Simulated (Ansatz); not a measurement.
**H₅OPSSi: small, medium and large basis sets**

Aim: see how fast density functionals converge with the basis set for H₅OPSSi.

Program: Ansatz 0.2.0, Gaussian basis. Level of theory: one geometry, several basis sets. These are calculated values, not measurements.

Plan: PBE0-D4/def2-SVP; ωB97M-V/def2-SVP; PBE0-D4/def2-QZVPP; ωB97M-V/def2-QZVPP; the functionals' def2-TZVPP values are taken from earlier runs.

## 1. The relaxed structure

The geometry comes from an earlier relaxation with PBE0-D4 in a triple-zeta def2 set; it is a stationary point, not always the lowest conformer.

SMILES `O[SiH](P)S`, 9 atoms, charge 0, spin multiplicity 1.

Atoms are counted from 1 here; the program's logs count them from 0.

Bond lengths: O1–Si2 1.644 Å, O1–H5 0.959 Å, Si2–P3 2.249 Å, Si2–S4 2.137 Å, Si2–H6 1.480 Å, P3–H7 1.421 Å, P3–H8 1.420 Å, S4–H9 1.344 Å. Angles: Si2–O1–H5 117.1°, O1–Si2–P3 110.7°, O1–Si2–S4 113.4°, O1–Si2–H6 103.9°, P3–Si2–S4 103.4°, P3–Si2–H6 115.4°, S4–Si2–H6 110.3°, Si2–P3–H7 92.6°, Si2–P3–H8 93.1°, H7–P3–H8 93.9°, Si2–S4–H9 94.4°.

## 2. PBE0-D4 in def2-SVP

The input, in.yaml:

```yaml
crystal:
  periodic: [false, false, false]
  atoms:
    - {symbol: O, position_ang: [-1.618320, 0.583501, 0.529839]}
    - {symbol: Si, position_ang: [-0.037650, 0.212388, 0.272961]}
    - {symbol: P, position_ang: [0.151265, -1.703794, -0.889306]}
    - {symbol: S, position_ang: [0.981988, 1.637303, -0.950498]}
    - {symbol: H, position_ang: [-2.153068, 0.777617, -0.242749]}
    - {symbol: H, position_ang: [0.548543, 0.190434, 1.631561]}
    - {symbol: H, position_ang: [-0.291620, -2.488690, 0.208892]}
    - {symbol: H, position_ang: [1.526143, -1.853909, -0.566992]}
    - {symbol: H, position_ang: [0.981319, 2.598850, -0.010911]}
basis:
  gaussian: {orbitals: def2-SVP}
hamiltonian: {xc: pbe0, dispersion: d4}
output: {orbitals: {seedname: orbitals}}
```

Launch:

```
ansatz run in.yaml --threads 2 --pin off --events-out ev --progress --plain --max-ram 4352MiB
```

The runs that follow: ωB97M-V in def2-SVP; PBE0-D4 in def2-QZVPP; ωB97M-V in def2-QZVPP.

**Question.** What will the summary of the whole plan be? Wanted: PBE0-D4: double and triple zeta above quadruple; ωB97M-V: double and triple zeta above quadruple.

As calculated:

| quantity | value |
| --- | --- |
| PBE0-D4: double and triple zeta above quadruple | 13.66, 1.02 eV |
| ωB97M-V: double and triple zeta above quadruple | 13.66, 0.97 eV |

In words: PBE0-D4 gains 12.64 eV from double to triple zeta, then 1.02 eV more. Total energies overstate the basis error of differences, where much of it tends to cancel. The LUMO of ωB97M-V is positive and keeps falling with the basis (2.38 to 1.20 eV): an unbound level that the basis holds in place.
